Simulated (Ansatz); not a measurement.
# ClH3NO2V: one species, many methods

The task here is to estimate one member of a computed series from the others.

Method: functionals in def2-TZVPP, the program's frozen cores in correlated methods; program: Ansatz 0.2.0, Gaussian basis.

The runs, in order: LDA (SPW92), PBE-D4, revPBE-D4, BLYP-D4, r2SCAN-D4, B97M-V, PBE0-D4, B3LYP-D4, r2SCANh-D4, r2SCAN0-D4, HSE06-D4, BHLYP-D4, CAM-B3LYP-D4, LC-ωPBE, ωB97X-V, ωB97M-V, B2PLYP, PBE-QIDH; CCSD(T)/def2-SVP; CCSD(T)/def2-TZVPP; MP2/def2-QZVPP; extrapolation to the limit; RPA on PBE.

### Structure used throughout

All runs share one geometry, relaxed beforehand with PBE0-D4 in a triple-zeta def2 set.

8 atoms, charge 0, spin multiplicity 1.

Atoms are counted from 1 here; the program's logs count them from 0.

Bond lengths: N1–V2 1.808 Å, N1–H6 1.011 Å, N1–H7 1.009 Å, V2–O3 1.547 Å, V2–O4 1.765 Å, V2–Cl5 2.174 Å, O4–H8 0.962 Å. Angles: V2–N1–H6 123.6°, V2–N1–H7 124.3°, H6–N1–H7 112.1°, N1–V2–O3 105.7°, N1–V2–O4 112.6°, N1–V2–Cl5 108.5°, O3–V2–O4 108.7°, O3–V2–Cl5 112.2°, O4–V2–Cl5 109.2°, V2–O4–H8 120.5°.

As a file:

| atom | x (Å) | y (Å) | z (Å) |
| --- | --- | --- | --- |
| N1 | -0.7071 | 1.0660 | 0.1592 |
| V2 | 0.6027 | -0.1762 | 0.0648 |
| O3 | 1.5787 | 0.1568 | 1.2181 |
| O4 | -0.0020 | -1.8189 | 0.2917 |
| Cl5 | 1.5541 | -0.0273 | -1.8848 |
| H6 | -1.4935 | 1.0996 | -0.4755 |
| H7 | -0.7399 | 1.8068 | 0.8436 |
| H8 | -0.7008 | -2.1640 | -0.2729 |

The first run:

in.yaml

```yaml
crystal:
  periodic: [false, false, false]
  atoms:
    - {symbol: N, position_ang: [-0.707096, 1.065961, 0.159155]}
    - {symbol: V, position_ang: [0.602748, -0.176166, 0.064827]}
    - {symbol: O, position_ang: [1.578705, 0.156797, 1.218104]}
    - {symbol: O, position_ang: [-0.002024, -1.818918, 0.291735]}
    - {symbol: Cl, position_ang: [1.554089, -0.027300, -1.884800]}
    - {symbol: H, position_ang: [-1.493511, 1.099644, -0.475482]}
    - {symbol: H, position_ang: [-0.739875, 1.806805, 0.843578]}
    - {symbol: H, position_ang: [-0.700836, -2.164024, -0.272918]}
basis:
  gaussian: {orbitals: def2-TZVPP}
hamiltonian: {xc: lda}
output: {orbitals: {seedname: orbitals}}
```

Started as:

```console
> ansatz run in.yaml --threads 4 --pin off --events-out ev --progress --plain --max-ram 10444MiB
```

Steps of the session up to this table: LDA; PBE-D4 (GGA); revPBE-D4 (GGA); BLYP-D4 (GGA); r2SCAN-D4 (meta-GGA); B97M-V (meta-GGA); PBE0-D4 (hybrid); B3LYP-D4 (hybrid); r2SCANh-D4 (hybrid); r2SCAN0-D4 (hybrid); HSE06-D4 (hybrid); BHLYP-D4 (hybrid); CAM-B3LYP-D4 (range-separated); LC-ωPBE (range-separated); ωB97X-V (range-separated); ωB97M-V (range-separated); B2PLYP (double hybrid); PBE-QIDH (double hybrid).

One table of the session follows, with a row left open; its other results are not shown here.

It belongs to the step «Frontier levels by functional». 

```
  functional  HOMO (eV)  LUMO (eV)  gap (eV)
 LDA (SPW92)      -7.24      -3.91      3.33
      PBE-D4      -7.04      -3.67      3.37
   revPBE-D4      -6.97      -3.59      3.39
     BLYP-D4      -6.91      -3.59      3.33
   r2SCAN-D4      -7.37      -3.69      3.68
      B97M-V      -7.43      -3.69      3.73
     PBE0-D4      -8.42      -2.81      5.60
    B3LYP-D4      -8.18      -3.08      5.10
  r2SCANh-D4          ?          ?         ?
  r2SCAN0-D4      -8.65      -2.82      5.84
    HSE06-D4      -8.02      -3.20      4.82
    BHLYP-D4      -9.70      -1.80      7.90
CAM-B3LYP-D4      -9.78      -1.73      8.05
     LC-ωPBE     -11.13      -0.59     10.54
     ωB97X-V     -10.76      -0.61     10.15
     ωB97M-V     -10.65      -0.60     10.05
```

Estimate the missing values for r2SCANh-D4.

Worked estimate for «HOMO (eV)». Against the share of exact exchange, r2SCAN-D4 (0, -7.37), r2SCAN0-D4 (0.25, -8.65) give a slope of -5.12 per unit share; at 0.1 the line stands at -7.88.

The run gave: HOMO (eV): -7.88; LUMO (eV): -3.35; gap (eV): 4.53. In «HOMO (eV)» the line misses by 0.00.
